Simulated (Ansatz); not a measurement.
# AuBr3: the cost of one run

Program: Ansatz 0.2.0. Level of theory: DFT LDA+U (U_eff = 6 eV on Au d), plane waves, PAW, no spin–orbit coupling unless a run says so. These are calculated values, not measurements.

### 1 The structure to begin with

The structure is cubic, space group Pm-3m (No. 221). Conventional cell: a = 5.657 Å, b = 5.657 Å, c = 5.657 Å, α = 90.00°, β = 90.00°, γ = 90.00°. Around Au (site symmetry m-3m) lie 6 Br at 2.83 Å. Br (site symmetry 4/mmm) has 2 Au at 2.83 Å in its first shell of neighbours.

Coordinates:

```xyz
4
Lattice="5.6572 0.0000 0.0000 0.0000 5.6572 0.0000 0.0000 0.0000 5.6572" Properties=species:S:1:pos:R:3 pbc="T T T"
Au    0.0000    0.0000    0.0000
Br    2.8286    0.0000    0.0000
Br    0.0000    0.0000    2.8286
Br    0.0000    2.8286    0.0000
```

An earlier series on this cell reached its lowest free state from «ferromagnetic start, free, symmetry kept, no search», perhaps among other starts.

### 2 Spin-orbit coupling, direction held

File input.yaml:

```yaml
crystal:
  lattice:
    - [5.65721963, 0.0, 0.0]
    - [0.0, 5.65721963, 0.0]
    - [0.0, 0.0, 5.65721963]
  atoms:
    - { symbol: Au, position: [0.0, 0.0, 0.0], spin: 2.0, spin_axis: [0.57735, 0.57735, 0.57735] }
    - { symbol: Br, position: [0.5, 0.0, 0.0] }
    - { symbol: Br, position: [0.0, 0.0, 0.5] }
    - { symbol: Br, position: [0.0, 0.5, 0.0] }
basis:
  ecutwfc: 420
  ecutrho_ratio: 4
kpoints:
  mp_grid: { grid: [4, 4, 4] }
hamiltonian:
  xc: lda
  hubbard:
    sites:
      - { site: 0, l: d, u_eff: 6.0, starting_ns: [{ occupation_matrix: s0 }] }
    occupation_matrices:
      s0:
        spinor_matrix:
          - [[0.76924, 0.0], [0.0, 0.0], [0.0, 0.0], [0.0, 0.0], [0.0, 0.0], [0.27424, -0.27424], [0.0, 0.0], [0.0, 0.0], [0.0, 0.0], [0.0, 0.0]]
          - [[0.0, 0.0], [0.97, 0.0], [0.0, 0.0], [0.0, 0.0], [0.0, 0.0], [0.0, 0.0], [0.0, 0.0], [0.0, 0.0], [0.0, 0.0], [0.0, 0.0]]
          - [[0.0, 0.0], [0.0, 0.0], [0.97, 0.0], [0.0, 0.0], [0.0, 0.0], [0.0, 0.0], [0.0, 0.0], [0.0, 0.0], [0.0, 0.0], [0.0, 0.0]]
          - [[0.0, 0.0], [0.0, 0.0], [0.0, 0.0], [0.76924, 0.0], [0.0, 0.0], [0.0, 0.0], [0.0, 0.0], [0.0, 0.0], [0.27424, -0.27424], [0.0, 0.0]]
          - [[0.0, 0.0], [0.0, 0.0], [0.0, 0.0], [0.0, 0.0], [0.97, 0.0], [0.0, 0.0], [0.0, 0.0], [0.0, 0.0], [0.0, 0.0], [0.0, 0.0]]
          - [[0.27424, 0.27424], [0.0, 0.0], [0.0, 0.0], [0.0, 0.0], [0.0, 0.0], [0.22076, 0.0], [0.0, 0.0], [0.0, 0.0], [0.0, 0.0], [0.0, 0.0]]
          - [[0.0, 0.0], [0.0, 0.0], [0.0, 0.0], [0.0, 0.0], [0.0, 0.0], [0.0, 0.0], [0.97, 0.0], [0.0, 0.0], [0.0, 0.0], [0.0, 0.0]]
          - [[0.0, 0.0], [0.0, 0.0], [0.0, 0.0], [0.0, 0.0], [0.0, 0.0], [0.0, 0.0], [0.0, 0.0], [0.97, 0.0], [0.0, 0.0], [0.0, 0.0]]
          - [[0.0, 0.0], [0.0, 0.0], [0.0, 0.0], [0.27424, 0.27424], [0.0, 0.0], [0.0, 0.0], [0.0, 0.0], [0.0, 0.0], [0.22076, 0.0], [0.0, 0.0]]
          - [[0.0, 0.0], [0.0, 0.0], [0.0, 0.0], [0.0, 0.0], [0.0, 0.0], [0.0, 0.0], [0.0, 0.0], [0.0, 0.0], [0.0, 0.0], [0.97, 0.0]]
    ns_hold: { iters: 8 }
scf:
  occupations: { method: gaussian, width: 0.05 }
  lower_state_search: "off"
  max_iter: 150
output:
  forces: true
  stress: true
  eigenvalues: true
  populations: true
  hubbard: { sites: [{ site: 0, l: d }] }
magnetization:
  noncollinear: true
  spin_orbit: true
  spin_locking: { lock_directions: true }
```

The typed matrices put 0.97 on the chosen orbitals and 0.02 on the others, and are held for 8 cycles. The lock stays on to the end, so the result is a constrained state unless its moments die out. This run includes spin–orbit coupling.

Run with:

```console
$ ansatz run input.yaml --threads 2 --pin off --max-ram 3072MiB --backend cpu --events-out ev --progress --plain --runs-dir out
```

What time and memory should one allow on 2 threads of Intel Xeon Platinum 8175M at 2.50GHz (Skylake/Cascade Lake), shared host?

About 47 s, with a peak of 0.85 GiB.
